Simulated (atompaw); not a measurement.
# Ruthenium: generating and testing a PAW (atompaw) potential

Do these settings give a usable potential? It is generated, then checked for scattering, ghosts and hardness.

Method: atompaw 4.2.0.5, PBE, scalar-relativistic.

### Step 1. The design

Typed settings, in words:

| Item | Value |
| --- | --- |
| element | ruthenium (Ru, Z = 44) |
| type | PAW |
| frozen core | [Kr] |
| valence charge | 8 |
| reference configuration | 4d7 5s0.5 5p0 (charge +0.5) |
| partial waves | 5s (bound): rc 3.00 bohr; 5s channel at 2.5 Ry: rc 2.85 bohr; 5p (bound, empty): rc 3.00 bohr; 5p channel at -0.11 Ry: rc 3.00 bohr; 4d (bound): rc 2.05 bohr; 4d channel at 0.95 Ry: rc 2.05 bohr |
| local potential | bessel scheme, radius 2.75 bohr |
| core correction | smooth core density matched at 2.65 bohr |
| augmentation charge | besselshape compensation charge, radius 2.85 bohr; PAW radius 3.00 bohr; waves and projectors: custom polynom2 7 10 vanderbiltortho |

### Step 2. Generation

Input file Ru.input:

```
Ru 44
GGA-PBE scalarrelativistic loggrid 1500 logderivrange -3 5 201
5 5 4 0 0 0
5 0 0.5
5 1 0
4 2 7
0 0 0
c
c
c
c
v
c
c
c
v
c
v
2
3.00 2.85 2.75 2.65
y
2.5
n
y
-0.11
n
y
0.95
n
custom polynom2 7 10 vanderbiltortho besselshape
bessel
3.00
2.85
3.00
3.00
2.05
2.05
PWSCFOUT
UPFDX 0.0125d0 UPFXMIN -7.d0 UPFZMESH 44.d0
END
```

On the command line:

```bash
$ atompaw < Ru.input > Ru.log
```

Before running it: what results should come out? Wanted: cutoffs for 10 and 1 mRy, occupied levels; bound ghosts; largest phase difference near zero energy, channels read; lowest eigenvalue of the overlap; share of valence orbitals outside the PAW sphere; UPF file.

**Answer**, as computed:

```
                                                quantity                     value
               cutoffs for 10 and 1 mRy, occupied levels           21 Ry and 30 Ry
                                            bound ghosts                none found
largest phase difference near zero energy, channels read                 0.001 rad
         lowest eigenvalue of the overlap (Bessel basis)                 0.773 (s)
        share of valence orbitals outside the PAW sphere  5s 51 %, 5p 79 %, 4d 7 %
                                                UPF file                   written
```

In words: It counts as soft on the atom at that tolerance, with 21 Ry needed at the looser tolerance. The slowest occupied level is 4d: taken alone it needs 21 Ry to come within 1 mRy, against 6 Ry or less for 5s. No bound ghost shows below the valence levels. Near zero energy the phases of the channels with partial waves agree within 0.001 rad.
